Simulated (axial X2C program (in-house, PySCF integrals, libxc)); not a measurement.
**HWH⁻: bond lengths and stretches, held linear**

The task here is to estimate one member of a computed series from the others.

Method: all-electron X2C, two-component (2c) or spin-free, H dyall-v3z, W dyall-v3z; program: an in-house X2C program for linear molecules on PySCF integrals.

All values are calculated.

2 further runs of the same task are left out: 2 set aside as unsound or not needed.

Set-up of the first run:

Input file task.json:

```json
{"zs": [1, 74, 1], "q": -1, "bas": ["dyall-v3z", "dyall-v3z", "dyall-v3z"], "r0": [1.69, 1.69], "symm": 1, "scan": ["PBE0", "HF", "PBE"], "levels": ["PBE0", "HF", "r2SCAN"], "nst": 2}
```

Keys: zs atomic numbers; q charge; bas basis sets; r0 starting distance in Å; symm equal bonds; scan levels of the two-bond scan (MP2 follows by itself at each HF point); levels methods; nst determinants followed.

On the command line:

```console
$ python solin.py task.json out
```

Masses H 1.008, W 183.951, H 1.008 u.

Among the steps run: Scan at PBE0, 2c; Scan at HF, 2c; Scan at PBE, 2c.

One table of the session follows, with a row left open; its other results are not shown here.

| level | r(H–W) (Å) | r(W–H) (Å) | lower stretch (cm⁻¹) | upper stretch (cm⁻¹) |
| --- | --- | --- | --- | --- |
| PBE0, 2c | 1.861 | 1.861 | 1351.9 | 1591.4 |
| HF, 2c | 1.909 | 1.909 | 1273.5 | 1518.9 |
| PBE, 2c | 1.866 | 1.866 | 1321.3 | 1563.2 |
| MP2, 2c | 1.861 | 1.861 | 1389.1 | 1626.9 |
| PBE0, spin-free | 1.864 | 1.864 | 1344.8 | 1591.7 |
| HF, spin-free | 1.912 | 1.912 | 1266.3 | 1518.3 |
| PBE, spin-free | 1.868 | 1.868 | 1314.4 | 1563.9 |
| MP2, spin-free | ? | ? | ? | ? |

Estimate the missing values for MP2, spin-free.

**Answer.** r(H–W) (Å): 1.864; r(W–H) (Å): 1.864; lower stretch (cm⁻¹): 1381.9; upper stretch (cm⁻¹): 1626.3.

Scans not shown above were run alike.

Limits of these values: For an anion the highest level of a functional can be positive, and the basis then holds the extra electron. The molecule was held linear; bending was not examined, so a bent shape may lie lower.
